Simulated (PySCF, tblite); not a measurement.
**C6H11O2 radical: geometry, infrared bands and EPR parameters**

Aim: predict the infrared bands and EPR parameters of C6H11O2 radical (`CO[C@H]1CC[CH]CO1`).

Programs: tblite 0.8.0 and PySCF 2.14.0, with density-fitted response routines of our own. Each step states its level of theory. These are calculated values for one molecule in the gas phase, unless marked as measured. Atoms count from 0, in the outputs and in this text.

## Step 1: The starting structure

19 atoms, charge 0, multiplicity 2; geometry from: force field or distance geometry start.

Bonds of the start (Å): C0–O1 1.43, O1–C2 1.41, C2–C3 1.53, C3–C4 1.53, C4–C5 1.50, C5–C6 1.49, C6–O7 1.42, O7–C2 1.43, C0–H8 1.09, C0–H9 1.08, C0–H10 1.09, C2–H11 1.09, C3–H12 1.11, C3–H13 1.09, C4–H14 1.09, C4–H15 1.10, C5–H16 1.08, C6–H17 1.09, C6–H18 1.09.

## Step 2: Geometry optimisation with GFN2-xTB

The job: settings as JSON, then the geometry in Å.

```
{"job": {"kind": "relax", "xc": "GFN2-xTB", "basis": "xTB"}, "charge": 0, "multiplicity": 2}
C      2.551400     0.534500     0.230700
O      1.347600    -0.154500     0.566000
C      0.585800    -0.489200    -0.574200
C     -0.525500    -1.467400    -0.204500
C     -1.581800    -0.819300     0.689600
C     -1.980300     0.502300     0.112800
C     -0.882300     1.388300    -0.379400
O      0.019500     0.666900    -1.207100
H      2.317100     1.483000    -0.260400
H      3.172600    -0.080200    -0.408600
H      3.088400     0.750100     1.151100
H      1.223700    -0.981500    -1.308600
H     -0.107500    -2.338200     0.338300
H     -1.004900    -1.838700    -1.114200
H     -2.461500    -1.459500     0.760400
H     -1.197700    -0.669900     1.709800
H     -2.922800     0.947200     0.401000
H     -0.342000     1.836700     0.458900
H     -1.309600     2.198700    -0.969000
```

On the command line:

```console
$ OMP_NUM_THREADS=1 python probes_run.py task.json out
```

The driver reads the jobs from task.json and runs them one after another.

**Question.** This job is followed by: GFN2-xTB harmonic vibrations, gas phase; UKS B3LYP, pcH-1 on C H O, non-relativistic, mean-field spin-orbit, GIAO. Predict these results of the whole session: strongest single infrared mode (GFN2-xTB); zero-point energy (GFN2-xTB); g(iso) (B3LYP); ⟨S²⟩; largest a(iso) (averaged by class); potential on the surface of density 0.002 e/bohr³, 1st and 99th percentile.

**Answer**, as computed:

```
                                                                  quantity                 value
                                 strongest single infrared mode (GFN2-xTB)  1043 cm⁻¹, 79 km/mol
                                              zero-point energy (GFN2-xTB)         99.5 kcal/mol
                                                            g(iso) (B3LYP)               2.00258
                                                                      ⟨S²⟩    0.754 (exact 0.75)
                                        largest a(iso) (averaged by class)  1H on H15, 142.0 MHz
potential on the surface of density 0.002 e/bohr³, 1st and 99th percentile    -1.41 V and 0.70 V
```

Relaxing lowered the energy by 0.122 eV in 47 steps; the close pair that moved most is C2–O7, from 1.435 to 1.400 Å. No mode is imaginary among the 51: a minimum at this level. The strongest single mode, at 1043 cm⁻¹, has its largest shares on O7, C6 and H14 (the list is cut at 3 atoms). GFN2-xTB is a fitted tight-binding method: band positions and strengths are rough. Its intensities can rank the bands wrongly. C5 carries the largest spin population, 1.01 e. The isotropic g lies 0.3 ppt above the free-electron value. These values are for one conformer; the search (at its own cheap level) found 1 more, at 0.80 kcal/mol, and measured spectra average over such forms.
